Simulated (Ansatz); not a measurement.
What does this script print? It uses the Python package of Ansatz (0.2.0).

Script `field_alb2h6n.py`:
```python
from dataclasses import dataclass
import warnings

import ansatz as az
import numpy as np


@dataclass
class Options:
    basis_set: str = "def2-SVP"
    xc: str = "hf"


cfg = Options()

warnings.simplefilter("ignore", az.DeckWarning)

geometry_ang = [
    ("B", [-0.2514, 1.0036, -1.5116]),
    ("B", [-0.4263, -0.5576, -1.1269]),
    ("Al", [0.0157, -1.1839, 0.7686]),
    ("N", [0.6995, 0.097, 2.0825]),
    ("H", [-0.5679, 1.3997, -2.6334]),
    ("H", [0.0567, 1.8506, -0.7184]),
    ("H", [-0.7528, -1.3359, -1.9306]),
    ("H", [-0.0304, -2.7133, 1.1613]),
    ("H", [-0.1252, 0.8216, 2.2009]),
    ("H", [1.4652, 0.5672, 1.7105]),
]
geometry = az.Crystal.molecule()
for symbol, xyz in geometry_ang:
    geometry = geometry.atom(symbol, xyz)

setup = (
    geometry.calculation()
    .basis(gaussian=cfg.basis_set)
    .functional(cfg.xc)
    .forces()
)
centre = np.mean([site.position_ang for site in geometry.cartesian_sites], axis=0)
field = 2 * 14.399645 * 4.0 / 30.0 ** 2


def dipole(axis, sign):
    arm = 30.0 * np.eye(3)[axis]
    pair = [{"charge": sign * 4.0, "position_ang": (centre - arm).tolist()}, {"charge": -sign * 4.0, "position_ang": (centre + arm).tolist()}]
    deck = setup.input().set(az.key.basis.gaussian.point_charges, pair)
    return np.array(az.Session.from_dict(deck).plan().execute().report["charge_distribution"]["dipole_moment_e_ang"])


print(f"field {field:.4f} V/A")
alpha = np.array([(dipole(axis, 1) - dipole(axis, -1)) / (2 * field) * 14.399645 for axis in range(3)])
print("polarisability tensor (A^3)")
print(np.array2string(alpha, precision=3, suppress_small=True))
print(f"mean {np.trace(alpha) / 3:.3f} A^3 = {np.trace(alpha) / 3 / 0.14818471:.2f} bohr^3")
```

```console
$ python field_alb2h6n.py
field 0.1280 V/A
polarisability tensor (A^3)
[[ 5.576  0.232  0.823]
 [ 0.234  8.509 -0.195]
 [ 0.842 -0.187  8.465]]
mean 7.516 A^3 = 50.72 bohr^3
```

Reading the output:
- The geometry is a force-field or estimated start, not a minimum of this method, and the basis set is short of its limit. The field of two point charges is only nearly even.
- Without diffuse functions polarisabilities are unreliable, as a rule too low, and they change with the bond lengths of this unrelaxed start.
- Finished in 7.7 s on 1 thread of Arm Neoverse V1 (shared host), peak memory 0.21 GiB.
